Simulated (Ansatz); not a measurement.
# C2H5OSi: the cost of one run

All numbers below are computed with Ansatz 0.2.0 (RKS PBE0/cc-pVDZ).

## (1) The structure to begin with

Bond lengths: O1–C2 1.318 Å, C2–C3 1.356 Å, C3–Si4 1.835 Å, O1–H5 0.968 Å, C2–H6 1.086 Å, C3–H7 1.083 Å, Si4–H8 1.455 Å, Si4–H9 1.455 Å. Angles: O1–C2–C3 120.9°, O1–C2–H6 118.5°, C3–C2–H6 120.5°, C2–O1–H5 114.2°, C2–C3–Si4 121.9°, C2–C3–H7 117.9°, Si4–C3–H7 120.1°, C3–Si4–H8 122.9°, C3–Si4–H9 117.7°, H8–Si4–H9 119.3°.

Coordinates:

```xyz
9

O    -0.6424    0.9106   -1.2130
C     0.4671    0.9050   -0.5010
C     0.6753   -0.0312    0.4580
Si   -0.5602   -1.3380    0.8236
H    -0.6904    1.6218   -1.8680
H     1.2131    1.6698   -0.6969
H     1.6042    0.0102    1.0139
H    -1.8323   -1.4405    0.1252
H    -0.2345   -2.3078    1.8581
```

## (2) Preparing the start

Input file input.yaml:

```yaml
crystal:
  periodic: [false, false, false]
  atoms:
    - { symbol: O, position_ang: [-0.64237, 0.91064, -1.21302] }
    - { symbol: C, position_ang: [0.46711, 0.90504, -0.50096] }
    - { symbol: C, position_ang: [0.67525, -0.03121, 0.45802] }
    - { symbol: Si, position_ang: [-0.5602, -1.33798, 0.82363] }
    - { symbol: H, position_ang: [-0.6904, 1.62184, -1.86796] }
    - { symbol: H, position_ang: [1.21314, 1.66976, -0.6969] }
    - { symbol: H, position_ang: [1.60425, 0.01017, 1.01392] }
    - { symbol: H, position_ang: [-1.83227, -1.44048, 0.12516] }
    - { symbol: H, position_ang: [-0.23451, -2.30778, 1.85811] }
total_charge: 1
basis:
  gaussian: { orbitals: cc-pVDZ }
hamiltonian:
  xc: pbe0
relax:
  f_tol: 0.02
  max_steps: 40
scf:
  lower_state_search: "off"
```

Run with:

```
> ansatz run input.yaml --threads 1 --pin off --max-ram 2048MiB --backend cpu --events-out ev --progress --plain --runs-dir out
```

What time and memory should one allow on 1 thread of Intel Xeon at 2.60GHz (Ice Lake), shared host?

About 17 s, with a peak of 0.16 GiB.
